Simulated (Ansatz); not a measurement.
# SnBi3: the cost of one run

Program: Ansatz 0.2.0. Level of theory: DFT r2SCAN, scalar-relativistic, plane waves, PAW. These are calculated values, not measurements.

2 further runs of the same task are left out: 2 set aside as unsound or not needed.

### 1 Starting point

It takes space group Fm-3m (No. 225, cubic). The conventional cell has a = 7.853 Å, b = 7.853 Å, c = 7.853 Å, α = 90.00°, β = 90.00°, γ = 90.00°. Sn (site symmetry m-3m) has 8 Bi at 3.40 Å as nearest neighbours. Around Bi (site symmetry -43m) lie 4 Sn at 3.40 Å and 4 Bi at 3.40 Å. Bi (site symmetry m-3m) has 8 Bi at 3.40 Å as nearest neighbours.

As a file:

```
Sn Bi
1.0
     0.00000    3.92630    3.92630
     3.92630    0.00000    3.92630
     3.92630    3.92630    0.00000
Sn Bi
1 3
Direct
  0.00000 0.00000 0.00000
  0.25000 0.25000 0.25000
  0.75000 0.75000 0.75000
  0.50000 0.50000 0.50000
```

It goes back to an entry of the Materials Project, which need not be the stable form.

This cell was relaxed beforehand with the same method: volume 30.26 Å³/atom, gap on the mesh none (metal).

### 2 The undisturbed cell

input.yaml reads:

```yaml
crystal:
  lattice:
    - [0.0, 3.926302291, 3.926302291]
    - [3.926302291, 0.0, 3.926302291]
    - [3.926302291, 3.926302291, 0.0]
  atoms:
    - { symbol: Sn, position: [0.0, 0.0, 0.0] }
    - { symbol: Bi, position: [0.25, 0.25, 0.25] }
    - { symbol: Bi, position: [0.75, 0.75, 0.75] }
    - { symbol: Bi, position: [0.5, 0.5, 0.5] }
basis:
  ecutwfc: 500
kpoints:
  mp_grid: { grid: [10, 10, 10] }
hamiltonian:
  xc: r2scan
scf:
  occupations: { method: gaussian, width: 0.15 }
output:
  forces: true
  stress: true
  eigenvalues: true
```

On the command line:

```
ansatz run input.yaml --threads 1 --pin off --max-ram 2560MiB --backend cpu --events-out ev --progress --plain --runs-dir out
```

What time and memory should one allow on 1 thread of Arm Neoverse V2, shared host?

About 20 s, with a peak of 0.88 GiB.
